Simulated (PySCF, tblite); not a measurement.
**AlB2Cl2H8O7PSi2, a small molecule taken as a stand-in for a surface group (Si site with back bonds OB(O)O, O[Al](O)O, [PH][SiH3]): infrared bands, NMR shifts and electronic excitations**

Aim: the infrared bands, NMR shifts and electronic excitations of `OB(O)O[Si](OB(Cl)Cl)([O][Al]([OH])[OH])P[SiH3]`.

Programs: tblite 0.8.0 and PySCF 2.14.0. All values are calculated, for the isolated system unless a continuum is named. Atoms count from 0, parts from 1.

## Step 1: The system as given

23 atoms, charge 0, multiplicity 1; geometry: distance geometry start.

## Step 2: Geometry optimisation with GFN2-xTB

What the job is given:

```
{"job": {"kind": "relax", "xc": "GFN2-xTB", "basis": "xTB"}, "charge": 0, "multiplicity": 1}
Si     0.731051     0.665685    -0.040448
O      0.009701     2.021938     0.878973
B      0.698929     3.335005     1.137241
O      1.060301     3.597640     2.551927
O      1.657264     3.783244     0.094967
O      1.814876    -0.253672     1.012907
Al     1.462607    -1.939031     1.696126
O      0.071865    -2.051349     2.956565
O      1.559250    -3.345657     0.479360
P      1.825013     1.461526    -1.758440
Si     3.387198     0.178070    -2.565919
O     -0.580919    -0.385511    -0.627636
B     -1.974468     0.040812    -0.883141
Cl    -3.251849    -0.488091     0.392016
Cl    -2.542777    -0.012660    -2.670710
H      1.841347     4.112819     2.839103
H      2.597956     3.507944     0.054253
H     -0.747293    -1.560116     2.922904
H      1.305131    -3.295352    -0.454025
H      1.092870     2.197989    -2.659309
H      4.580606     0.873437    -2.654892
H      2.984431    -0.245240    -3.866460
H      3.533360    -0.964462    -1.745913
```

Method: GFN2-xTB geometry optimisation, gas phase.

On the command line:

```sh
OMP_NUM_THREADS=1 python cluster_run.py task.json out
```

One launch serves the whole session: the jobs run in the order shown.

**Question.** The jobs that follow are: GFN2-xTB harmonic vibrations, gas phase; GIAO PBE0/pcSseg-1 NMR shielding, non-relativistic, gas phase; TDDFT PBE0/def2-SVP, vertical, gas phase, core orbitals frozen in the response; GIAO B97-D/pcSseg-0 NMR shielding, non-relativistic, gas phase. Predict: strongest single infrared mode (GFN2-xTB); $^{1}$H shifts against TMS (PBE0/pcSseg-1); $^{29}$Si shifts against TMS (PBE0/pcSseg-1); $^{17}$O shifts against H2O (PBE0/pcSseg-1); $^{11}$B shifts against BF3·OEt2 (PBE0/pcSseg-1); $^{27}$Al shifts against AlH4- (PBE0/pcSseg-1); $^{31}$P shifts against H3PO4 (PBE0/pcSseg-1); lowest singlet (PBE0/def2-SVP); brightest single state of those computed; lowest triplet.

**Answer**, as computed:

| quantity | value |
| --- | --- |
| strongest single infrared mode (GFN2-xTB) | 1314 cm⁻¹ |
| $^{1}$H shifts against TMS (PBE0/pcSseg-1) | 4.27, 4.25, 4.24, 4.15, 3.46, 2.17, 1.45, 0.71 ppm |
| $^{29}$Si shifts against TMS (PBE0/pcSseg-1) | -53.7, -77.3 ppm |
| $^{17}$O shifts against H2O (PBE0/pcSseg-1) | 226.9, 129.8, 112.6, 96.7, 88.3, 21.7, 7.4 ppm |
| $^{11}$B shifts against BF3·OEt2 (PBE0/pcSseg-1) | 25.1, 15.2 ppm |
| $^{27}$Al shifts against AlH4- (PBE0/pcSseg-1) | -35.7 ppm |
| $^{31}$P shifts against H3PO4 (PBE0/pcSseg-1) | -316.0 ppm |
| lowest singlet (PBE0/def2-SVP) | 6.18 eV (201 nm), f = 0.051 |
| brightest single state of those computed | state 3, 6.73 eV, f = 0.058 |
| lowest triplet | 5.62 eV |
| range of the shift of P9 | -316.0 to -45.5 ppm |

What this shows: On relaxing, metal atoms bound new neighbours (Al6–Cl13). No mode is imaginary at GFN2-xTB; the softest lies at 23 cm⁻¹. At PBE0/pcSseg-1: Shielding is most anisotropic at Cl14 (span 364 ppm, paramagnetic term -376 ppm). The first singlet state (HOMO→LUMO 0.97) lies at 6.18 eV and is bright; of the 6 states computed, the strongest absorption comes from state 3 at 6.73 eV. The lowest triplet lies 0.56 eV below the lowest singlet (triplets in Tamm-Dancoff, singlets in full TDDFT). The basis of PBE0/def2-SVP has no diffuse functions, so Rydberg states are missing and the high states are unreliable. Among the atoms with a shift in every run: In ppm, P9 moves most: its shift spreads over 270.6 ppm, from -316.0 (PBE0/pcSseg-1) to -45.5 (B97-D/pcSseg-0). Most of that comes from the computed reference, not from the atom's own shielding. A capped cluster stands for the solid here, so long-range fields and strain are missing, and bands or shifts of the capping hydrogens have no counterpart in it.
